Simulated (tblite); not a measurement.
# C5H11GaS: the cost of one run

The runs use tblite 0.8.0 and PySCF 2.14.0, with density-fitted response routines of our own; the level of theory stands in each step. All values are computed, except where a source is named. Atoms count from 0, in the outputs and in this text.

**1. Starting geometry**

18 atoms, charge 0, multiplicity 1; geometry from: force field or distance geometry start.

Bonds of the start (Å): C0–C1 1.56, C1–S2 1.77, S2–C3 1.75, C3–C4 1.54, C4–C5 1.55, C5–Ga6 2.00, C4–C0 1.54, Ga6–S2 2.19, C0–H7 1.12, C0–H8 1.12, C1–H9 1.11, C1–H10 1.11, C3–H11 1.12, C3–H12 1.10, C4–H13 1.10, C5–H14 1.10, C5–H15 1.12, Ga6–H16 1.60, Ga6–H17 1.60.

**2. Geometry optimisation with GFN2-xTB**

What the job is given:

```
{"job": {"kind": "relax", "xc": "GFN2-xTB", "basis": "xTB"}, "charge": 0, "multiplicity": 1}
C     -1.003100     0.316500     1.062900
C     -1.197800     1.321100    -0.108300
S     -0.470200     0.537900    -1.523800
C     -0.646300    -1.086700    -0.904700
C     -0.206700    -0.902700     0.560600
C      1.311900    -0.615700     0.566600
Ga     1.646500     0.614300    -0.979500
H     -0.503900     0.810600     1.932700
H     -2.006900    -0.029900     1.406600
H     -0.683000     2.276500     0.120300
H     -2.273900     1.508900    -0.284200
H     -1.711400    -1.421200    -0.947500
H     -0.012400    -1.820500    -1.434300
H     -0.425400    -1.802900     1.161500
H      1.879800    -1.547200     0.404800
H      1.636300    -0.158500     1.541600
H      2.573700    -0.070600    -2.096100
H      2.084300     2.076400    -0.491000
```

Run with:

```bash
OMP_NUM_THREADS=1 python probes_run.py task.json out
```

The driver reads the jobs from task.json and runs them one after another.

**Question.** How long does this first job take on 1 thread of Arm Neoverse N1, shared host, and how much memory does it need?

About 1 s, with a peak of 0.18 GiB.
